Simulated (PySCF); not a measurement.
**The bond of RbH, level by level**

One table from this session's results is given with a row withheld; the runs are named, their logs left out.

The runs use PySCF 2.14.0; Rb def2-TZVPP with ECP28, H def2-TZVPP, scalar-relativistic core potentials.

The first run:

A driver script around PySCF takes these settings:

* atoms: Rb, H
* charge: 0
* basis: Rb def2-TZVPP with ECP28, H def2-TZVPP
* Hamiltonian: scalar-relativistic core potentials
* basis functions: 54
* electrons treated: 10
* masses in u: 84.9118, 1.0078
* levels: PBE0, PBE, r²SCAN, MN15, TPSS, BP86, LDA, HSE06, HF, MP2, SCS-MP2, CCSD, CCSD(T)
* grid: 80 radial by 434 angular points
* occupations: held fixed by the projection of orbital angular momentum
* dissociation limit: Rb + H, each in its ground configuration
* starting distance in angstrom: 2.380
* values of 2S to try: 0, 2

Launch:

```
OMP_NUM_THREADS=1 python dia.py task.json out
```

Among the steps run: Set-up; The PBE0 curve of the state that the search chose; Other states along the same grid; PBE; r²SCAN; MN15; TPSS (meta-GGA); BP86 (GGA); LDA; HSE06 (range-separated hybrid); RHF (mean field); Adding correlation.

One table of the session follows, with a row left open; its other results are not shown here.

Energy (eV) from each level's lowest point:

| R (Å) | RHF | RHF-MP2 | RHF-SCS-MP2 | RHF-CCSD | RHF-CCSD(T) |
| --- | --- | --- | --- | --- | --- |
| 2.079 | 0.368 | 0.234 | 0.248 | n/a | n/a |
| 2.176 | 0.194 | 0.102 | 0.111 | 0.111 | 0.108 |
| 2.273 | 0.084 | 0.029 | 0.034 | 0.035 | 0.033 |
| 2.345 | 0.034 | 0.004 | 0.006 | 0.007 | 0.006 |
| 2.418 | 0.007 | 0.000 | 0.000 | 0.000 | 0.000 |
| 2.490 | 0.000 | 0.013 | 0.011 | 0.010 | 0.010 |
| 2.587 | 0.014 | 0.051 | 0.046 | 0.043 | 0.044 |
| 2.708 | ? | ? | ? | ? | ? |
| 2.853 | 0.149 | 0.233 | 0.222 | 0.208 | 0.210 |
| 3.047 | 0.298 | 0.402 | 0.388 | n/a | n/a |

Q: Estimate the row for R (Å) = 2.708 from the others.

Worked estimate for «RHF». A straight line through the neighbours (2.587, 0.014) and (2.853, 0.149) gives 0.014 + (0.149 − 0.014) × (2.708 − 2.587) / (2.853 − 2.587) = 0.075; a parabola fitted to 4 rows on both sides gives 0.065.

As computed: RHF: 0.062; RHF-MP2: 0.123; RHF-SCS-MP2: 0.115; RHF-CCSD: 0.107; RHF-CCSD(T): 0.109. In «RHF» the line misses by +0.013 and the parabola by +0.003.
